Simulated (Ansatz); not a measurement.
# Si₂O₂: geometry and frequencies at several levels

Aim: geometry and frequencies at several levels, for Si₂O₂, with the cost of each level.

Computed with Ansatz 0.2.0 (the levels named in each step, unless a step's input says otherwise).

## Step 1: The system as given

Bond lengths: O1–Si2 1.738 Å, Si2–O3 1.738 Å, O1–Si4 1.738 Å, O3–Si4 1.738 Å. Angles: O1–Si2–O3 87.7°, Si2–O1–Si4 92.3°, Si2–O3–Si4 92.3°, O1–Si4–O3 87.7°.

Coordinates:

```xyz
4

O    -0.2490   -1.1779    0.0093
Si   -1.2235    0.2593    0.0832
O     0.2490    1.1779   -0.0093
Si    1.2236   -0.2593   -0.0832
```

## Step 2: Relaxation, r2SCAN-D4/def2-TZVPP

input.yaml reads:

```yaml
crystal:
  periodic: [false, false, false]
  atoms:
    - { symbol: O, position_ang: [-0.24895531, -1.17785675, 0.00930958] }
    - { symbol: Si, position_ang: [-1.22354796, 0.25928395, 0.0831623] }
    - { symbol: O, position_ang: [0.24896028, 1.17788677, -0.00930949] }
    - { symbol: Si, position_ang: [1.22355299, -0.25925398, -0.08316239] }
basis:
  gaussian: { orbitals: def2-TZVPP }
hamiltonian:
  xc: r2scan
  dispersion: d4
relax:
  f_tol: 0.002
  max_steps: 150
```

The run is started by

```sh
> ansatz run input.yaml --threads 4 --pin off --max-ram 10240MiB --backend cpu --events-out ev --progress --plain --runs-dir out
```

Further steps of the session: Frequencies, r2SCAN-D4/def2-TZVPP; Relaxation, B3LYP-D4/def2-TZVPP; Frequencies, B3LYP-D4/def2-TZVPP.

**Question.** What will these runs give? Wanted: O1–Si2 at B3LYP-D4/def2-TZVPP; O1–Si4 at B3LYP-D4/def2-TZVPP; Si2–O3 at B3LYP-D4/def2-TZVPP; frequencies at B3LYP-D4/def2-TZVPP.

As calculated:

```
                          quantity            value
     O1–Si2 at B3LYP-D4/def2-TZVPP          1.699 Å
     O1–Si4 at B3LYP-D4/def2-TZVPP          1.699 Å
     Si2–O3 at B3LYP-D4/def2-TZVPP          1.699 Å
frequencies at B3LYP-D4/def2-TZVPP  231 to 847 cm⁻¹
```

The O–Si distance spreads over 0.002 Å, from r2SCAN-D4/def2-TZVPP (shortest) to B3LYP-D4/def2-TZVPP. No mode is imaginary, so the geometry is a minimum.
